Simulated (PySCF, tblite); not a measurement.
# C₃H₇BO₃: dynamics, then NMR shifts on frames, part 2 of 2

tblite 0.8.0 and PySCF 2.14.0. Atoms count from 0. Earlier steps stand in the parts before.

## Step 5: NMR shieldings: 625 fs, PBE0/pcSseg-1

Job settings and geometry (Å):

```
{"job": {"kind": "nmr", "xc": "PBE0", "basis": "pcSseg-1", "pop": false}, "charge": 0, "multiplicity": 1}
C     -1.584600    -0.314300     0.114100
C     -0.298900     0.458100     0.144100
C      0.643600     0.332400     1.343700
O      1.810300    -0.261100     0.800000
B      1.582900    -0.541100    -0.559400
O      2.275900    -1.388300    -1.395200
O      0.376000    -0.089600    -0.985800
H     -1.346200    -1.378200     0.304400
H     -2.284500    -0.020400     0.914500
H     -2.105300    -0.208400    -0.839400
H     -0.449500     1.491700    -0.089400
H      0.884500     1.284600     1.746200
H      0.260700    -0.308600     2.144600
H      3.098000    -1.690600    -1.045300
```

With the program's defaults for keys left out, this is: GIAO PBE0/pcSseg-1 NMR shielding, non-relativistic, gas phase.

The log of the run:

```text
coarse grid: 11944 points
cycle   1  E = -368.5028951839  dE =  1.166e+00  |g| = 9.610e-01  |ddm| = 3.218e+00
cycle   2  E = -368.3537785640  dE =  1.491e-01  |g| = 1.339e+00  |ddm| = 1.440e+00
cycle   3  E = -368.6665580666  dE = -3.128e-01  |g| = 7.966e-02  |ddm| = 9.064e-01
cycle   4  E = -368.6675412698  dE = -9.832e-04  |g| = 4.307e-02  |ddm| = 7.434e-02
cycle   5  E = -368.6678842608  dE = -3.430e-04  |g| = 1.198e-02  |ddm| = 3.259e-02
cycle   6  E = -368.6679066198  dE = -2.236e-05  |g| = 3.893e-03  |ddm| = 9.007e-03
cycle   7  E = -368.6679096228  dE = -3.003e-06  |g| = 4.916e-04  |ddm| = 2.741e-03
final grid: 116064 points
cycle   8  E = -368.7385138432  dE = -3.192e-05  |g| = 1.226e-02  |ddm| = 2.138e-02
cycle   9  E = -368.7384872407  dE =  2.660e-05  |g| = 1.733e-02  |ddm| = 1.694e-02
cycle  10  E = -368.7385413302  dE = -5.409e-05  |g| = 9.146e-04  |ddm| = 1.025e-02
cycle  11  E = -368.7385414999  dE = -1.697e-07  |g| = 2.368e-04  |ddm| = 8.074e-04
cycle  12  E = -368.7385415092  dE = -9.348e-09  |g| = 9.942e-05  |ddm| = 1.856e-04
cycle  13  E = -368.7385415109  dE = -1.665e-09  |g| = 2.270e-05  |ddm| = 6.411e-05
cycle  14  E = -368.7385415110  dE = -9.231e-11  |g| = 5.624e-06  |ddm| = 1.938e-05
converged SCF energy = -368.7385415110

GIAO shielding tensors (ppm)
atom      isotropic    diamagn.    paramagn.     s11        s22        s33       span
  0 C      160.188     246.753     -86.565    145.998    152.843    181.721     35.723
  1 C      114.597     247.081    -132.483     76.145    105.988    161.658     85.512
  2 C      115.697     247.744    -132.047     87.310    103.479    156.303     68.993
  3 O      240.408     394.374    -153.966    137.632    240.586    343.004    205.372
  4 B       76.949     200.550    -123.601     68.967     72.033     89.848     20.881
  5 O      271.030     384.247    -113.218    191.051    300.319    321.719    130.667
  6 O      196.493     395.919    -199.426    104.879    214.758    269.842    164.963
  7 H       30.067      30.015       0.052     26.602     29.187     34.411      7.809
  8 H       30.417      29.029       1.389     26.572     27.502     37.178     10.606
  9 H       29.685      29.239       0.446     25.531     27.623     35.901     10.371
 10 H       27.502      32.009      -4.507     25.127     25.245     32.135      7.009
 11 H       27.893      30.724      -2.831     24.220     26.676     32.783      8.563
 12 H       27.815      30.313      -2.498     24.034     26.970     32.442      8.408
 13 H       29.047      30.363      -1.316     21.739     24.372     41.031     19.292
```

Wall time 16 s (1 thread of Arm Neoverse V1, shared host); peak memory 0.78 GiB.

In short: δ C1 72.3, C2 71.2, C0 26.7, O6 139.6, H10 4.21, H12 3.90 ppm.

## Step 6: NMR shieldings: 800 fs, PBE0/pcSseg-1

Job settings and geometry (Å):

```
{"job": {"kind": "nmr", "xc": "PBE0", "basis": "pcSseg-1", "pop": false}, "charge": 0, "multiplicity": 1}
C     -1.595300    -0.283300     0.484900
C     -0.244400     0.398100     0.314400
C      0.685400     0.010000     1.477600
O      1.888100    -0.391800     0.877500
B      1.686100    -0.534000    -0.487300
O      2.566400    -1.142300    -1.314900
O      0.481700    -0.054100    -0.805600
H     -1.382200    -1.353700     0.510000
H     -2.014300     0.020500     1.403000
H     -2.323700    -0.059700    -0.339400
H     -0.407900     1.488700     0.174900
H      0.857800     0.836900     2.160400
H      0.186000    -0.861500     1.937000
H      3.311000    -1.428200    -0.802600
```

Method: GIAO PBE0/pcSseg-1 NMR shielding, non-relativistic, gas phase.

The log of the run:

```text
coarse grid: 11944 points
cycle   1  E = -368.5096961571  dE =  1.225e+00  |g| = 9.516e-01  |ddm| = 3.210e+00
cycle   2  E = -368.3881674744  dE =  1.215e-01  |g| = 1.278e+00  |ddm| = 1.385e+00
cycle   3  E = -368.6688065482  dE = -2.806e-01  |g| = 7.197e-02  |ddm| = 8.579e-01
cycle   4  E = -368.6696944249  dE = -8.879e-04  |g| = 3.341e-02  |ddm| = 6.717e-02
cycle   5  E = -368.6699437220  dE = -2.493e-04  |g| = 7.652e-03  |ddm| = 2.805e-02
cycle   6  E = -368.6699523479  dE = -8.626e-06  |g| = 3.267e-03  |ddm| = 6.166e-03
cycle   7  E = -368.6699541853  dE = -1.837e-06  |g| = 4.842e-04  |ddm| = 2.141e-03
final grid: 116064 points
cycle   8  E = -368.7413971070  dE = -3.975e-05  |g| = 1.173e-02  |ddm| = 2.334e-02
cycle   9  E = -368.7413751310  dE =  2.198e-05  |g| = 1.621e-02  |ddm| = 1.605e-02
cycle  10  E = -368.7414222602  dE = -4.713e-05  |g| = 7.815e-04  |ddm| = 9.634e-03
cycle  11  E = -368.7414223831  dE = -1.228e-07  |g| = 2.417e-04  |ddm| = 7.547e-04
cycle  12  E = -368.7414223930  dE = -9.903e-09  |g| = 9.199e-05  |ddm| = 1.859e-04
cycle  13  E = -368.7414223944  dE = -1.404e-09  |g| = 2.256e-05  |ddm| = 6.060e-05
cycle  14  E = -368.7414223945  dE = -9.504e-11  |g| = 4.928e-06  |ddm| = 1.834e-05
converged SCF energy = -368.7414223945

GIAO shielding tensors (ppm)
atom      isotropic    diamagn.    paramagn.     s11        s22        s33       span
  0 C      157.371     249.287     -91.915    137.676    153.646    180.792     43.116
  1 C      109.160     245.684    -136.524     74.685     97.737    155.058     80.373
  2 C      110.532     249.971    -139.439     77.239    105.182    149.175     71.936
  3 O      237.171     395.186    -158.014    136.599    241.127    333.788    197.188
  4 B       78.582     201.330    -122.749     66.718     73.077     95.951     29.233
  5 O      270.403     385.009    -114.606    194.662    301.360    315.188    120.527
  6 O      218.819     395.396    -176.578    128.259    255.722    272.475    144.216
  7 H       30.681      30.909      -0.229     27.323     29.825     34.895      7.572
  8 H       31.484      31.027       0.457     27.621     29.471     37.359      9.738
  9 H       29.053      28.625       0.429     25.121     26.391     35.647     10.526
 10 H       26.722      30.743      -4.021     22.925     25.683     31.557      8.633
 11 H       27.270      30.106      -2.836     23.671     26.438     31.703      8.032
 12 H       27.942      31.064      -3.122     23.221     28.192     32.414      9.194
 13 H       28.775      30.412      -1.637     21.164     25.677     39.484     18.321
```

Wall time 15 s (1 thread of Arm Neoverse V1, shared host); peak memory 0.78 GiB.

Key values: δ C1 77.8, C2 76.4, C0 29.6, O6 117.3, H10 5.00, H11 4.45 ppm.

## Step 7: Shielding tensors: 1000 fs, PBE0/pcSseg-1

Job settings and geometry (Å):

```
{"job": {"kind": "nmr", "xc": "PBE0", "basis": "pcSseg-1", "pop": false}, "charge": 0, "multiplicity": 1}
C     -1.624100    -0.228500     0.785500
C     -0.262000     0.347300     0.508300
C      0.927200    -0.015400     1.551100
O      1.981900    -0.536600     0.757200
B      1.563300    -0.595100    -0.556700
O      2.374500    -1.021300    -1.524300
O      0.323300    -0.112600    -0.705800
H     -1.551100    -1.311600     0.881600
H     -1.939300     0.259700     1.687100
H     -2.265300    -0.079200    -0.018500
H     -0.444700     1.437800     0.572200
H      1.266500     0.899400     2.023100
H      0.605900    -0.841000     2.215300
H      3.158300    -1.449700    -1.256900
```

Level: GIAO PBE0/pcSseg-1 NMR shielding, non-relativistic, gas phase.

The log of the run:

```text
coarse grid: 11944 points
cycle   1  E = -368.4955653445  dE =  1.184e+00  |g| = 9.659e-01  |ddm| = 3.213e+00
cycle   2  E = -368.3663807043  dE =  1.292e-01  |g| = 1.303e+00  |ddm| = 1.396e+00
cycle   3  E = -368.6594889595  dE = -2.931e-01  |g| = 8.082e-02  |ddm| = 8.707e-01
cycle   4  E = -368.6606467131  dE = -1.158e-03  |g| = 3.599e-02  |ddm| = 7.392e-02
cycle   5  E = -368.6609203303  dE = -2.736e-04  |g| = 8.909e-03  |ddm| = 2.834e-02
cycle   6  E = -368.6609320325  dE = -1.170e-05  |g| = 3.212e-03  |ddm| = 6.019e-03
cycle   7  E = -368.6609338952  dE = -1.863e-06  |g| = 4.179e-04  |ddm| = 2.051e-03
final grid: 116064 points
cycle   8  E = -368.7343529967  dE = -4.015e-05  |g| = 1.215e-02  |ddm| = 2.260e-02
cycle   9  E = -368.7343294837  dE =  2.351e-05  |g| = 1.679e-02  |ddm| = 1.655e-02
cycle  10  E = -368.7343802922  dE = -5.081e-05  |g| = 9.360e-04  |ddm| = 9.896e-03
cycle  11  E = -368.7343804728  dE = -1.805e-07  |g| = 2.343e-04  |ddm| = 8.464e-04
cycle  12  E = -368.7343804813  dE = -8.557e-09  |g| = 9.788e-05  |ddm| = 1.777e-04
cycle  13  E = -368.7343804829  dE = -1.583e-09  |g| = 2.069e-05  |ddm| = 5.957e-05
cycle  14  E = -368.7343804830  dE = -8.367e-11  |g| = 4.997e-06  |ddm| = 1.759e-05
converged SCF energy = -368.7343804830

GIAO shielding tensors (ppm)
atom      isotropic    diamagn.    paramagn.     s11        s22        s33       span
  0 C      165.172     249.032     -83.860    152.299    156.291    186.926     34.627
  1 C      103.495     244.274    -140.779     70.380     88.036    152.068     81.689
  2 C      106.655     249.339    -142.684     68.814    105.163    145.988     77.174
  3 O      236.204     395.707    -159.502    133.225    239.399    335.990    202.765
  4 B       79.603     199.145    -119.542     70.156     72.669     95.983     25.827
  5 O      276.096     384.853    -108.757    202.420    306.976    318.893    116.473
  6 O      220.534     394.862    -174.328    138.856    245.616    277.132    138.276
  7 H       30.584      30.391       0.193     26.894     29.239     35.620      8.726
  8 H       31.091      29.851       1.239     27.052     28.655     37.565     10.514
  9 H       30.967      31.009      -0.042     27.179     28.810     36.912      9.732
 10 H       26.686      31.241      -4.555     22.957     26.549     30.553      7.596
 11 H       27.095      30.206      -3.111     23.097     26.484     31.703      8.607
 12 H       27.292      30.097      -2.806     22.821     26.917     32.136      9.315
 13 H       29.082      31.518      -2.436     21.770     24.793     40.682     18.912
```

It took 16 s on 1 thread of Arm Neoverse V1, shared host; peak memory 0.78 GiB.

Key values: δ C1 83.4, C2 80.3, C0 21.8, O6 115.5, H10 5.03, H11 4.62 ppm.

## Step 8: Comparing the runs: NMR shifts

Shifts (ppm) of some atoms, chosen among heavy atoms and hydrogens apart, with basis size and wall time:

```tsv
frame	C1	C2	C0	H9	H8	O6	O3	functions	time
250 fs	81.2	77.4	27.3	2.86	1.16	130.8	86.4	154	16 s
425 fs	79.6	74.6	29.7	2.71	1.49	124.1	108.7	154	16 s
625 fs	72.3	71.2	26.7	2.03	1.30	139.6	95.7	154	16 s
800 fs	77.8	76.4	29.6	2.66	0.23	117.3	98.9	154	15 s
1000 fs	83.4	80.3	21.8	0.75	0.63	115.5	99.9	154	16 s
```

## Step 9: What came out

The summary covers parts 1 to 2.

| quantity | value |
| --- | --- |
| thermostat | 200 K |
| mean temperature, second half | 169 K |
| mean potential energy above the minimum | 0.31 eV |
| 13C shifts against TMS (PBE0/pcSseg-1, 250 fs) | 81.2, 77.4, 27.3 ppm |
| 1H shifts against TMS (PBE0/pcSseg-1, 250 fs) | 4.57, 4.50, 4.44, 2.91, 2.86, 1.75, 1.16 ppm |
| 17O shifts against H2O (PBE0/pcSseg-1, 250 fs) | 130.8, 86.4, 63.3 ppm |
| 11B shifts against BF3·OEt2 (PBE0/pcSseg-1, 250 fs) | 21.4 ppm |
| range of the shift of O6 | 115.5 to 139.6 ppm |

In words: In the second half the potential energy averages 0.31 eV above the minimum; equipartition over 36 harmonic modes at 200 K would give 0.31 eV. With 14 atoms the temperature swings widely (97 to 232 K). Shifts at one fixed geometry are not the observed spectrum, which averages over the motion. In the first frame run (250 fs): Shielding is most anisotropic at O3 (span 193 ppm, paramagnetic term -145 ppm). In ppm, O6 moves most: its shift spreads over 24.0 ppm, from 115.5 (1000 fs) to 139.6 (625 fs).
